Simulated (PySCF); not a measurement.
# How the numerical set-up moves the result for Ne

Aim: see how much the energy and properties of Ne depend on the numerical set-up.

Method: method and basis as typed in the scripts; program: PySCF 2.14.0.

1 further run of the same task is left out (it didn't finish).

### Step 1. The atom

Ne: 1 atom, charge 0, spin multiplicity 1.

### Step 2. The run that the others are compared with

Contents of input.py:

```python
from pyscf import gto, scf, mcscf

mol = gto.M(
    atom='Ne 0 0 0',
    basis='6-31g',
    charge=0,
    spin=0,
    verbose=4,
)
mf = scf.RHF(mol)
mf = mf.density_fit(auxbasis='def2-universal-jkfit')
mf.kernel()
mc = mcscf.CASCI(mf, 2, 2)
mc.kernel()
mc.analyze()
mf.dip_moment()
print('orbital energies (hartree):', mf.mo_energy[..., max(0, mol.nelec[1]-3):mol.nelec[0]+3].round(4))
```

Command:

```sh
> OMP_NUM_THREADS=1 python input.py
```

Its log is not repeated here.

It gives: E(SCF) = -128.473853 Eh, 5 cycles, E(CAS) − E(SCF) = -0.00227 Eh.

### Step 3. Density fitting none

Edit 1 changes density fitting: def2-universal-jkfit → none.

Contents of input.py:

```python
from pyscf import gto, scf, mcscf

mol = gto.M(
    atom='Ne 0 0 0',
    basis='6-31g',
    charge=0,
    spin=0,
    verbose=4,
)
mf = scf.RHF(mol)
mf.kernel()
mc = mcscf.CASCI(mf, 2, 2)
mc.kernel()
mc.analyze()
mf.dip_moment()
print('orbital energies (hartree):', mf.mo_energy[..., max(0, mol.nelec[1]-3):mol.nelec[0]+3].round(4))
```

Command:

```sh
> OMP_NUM_THREADS=1 python input.py
```

### Step 4. Aug-cc-pvtz

Edit 2 changes basis set: 6-31g → aug-cc-pvtz.

input.py, as its differences from that of step 2:

```diff
@@ -4,3 +4,3 @@
     atom='Ne 0 0 0',
-    basis='6-31g',
+    basis='aug-cc-pvtz',
     charge=0,
```

### Step 5. 6-31g(3d)

Edit 3 changes basis set: 6-31g → 6-31g(3d).

input.py, as its differences from that of step 2:

```diff
@@ -4,3 +4,3 @@
     atom='Ne 0 0 0',
-    basis='6-31g',
+    basis='6-31g(3d)',
     charge=0,
```

Before running it: what results should come out? Wanted: for each run, E(SCF); from base; gap; after the SCF.

**Answer**, as computed:

| run | E(SCF) (hartree) | from base (eV) | cycles | gap (eV) | functions | after the SCF |
| --- | --- | --- | --- | --- | --- | --- |
| base | -128.473853 | 0 | 5 | 70.38 | 9 | CASCI correlation -0.062 eV |
| density fitting none | -128.473877 | -0.0006 | 5 | 70.38 | 9 | CASCI correlation -0.013 eV |
| aug-cc-pvtz | -128.533272 | -1.6169 | 5 | 29.72 | 46 | CASCI correlation 0.000 eV (this space leaves nothing to correlate) |
| 6-31g(3d) | -128.473853 | 0.0000 | 5 | 67.18 | 24 | CASCI correlation -0.006 eV |

The SCF energy stays the same, to the digits that matter, with 6-31g(3d). Of the runs whose energies can be compared, “aug-cc-pvtz” moves the SCF energy most (-1.617 eV). aug-cc-pvtz (46 functions) gives an energy 1.62 eV lower than 6-31g (9).
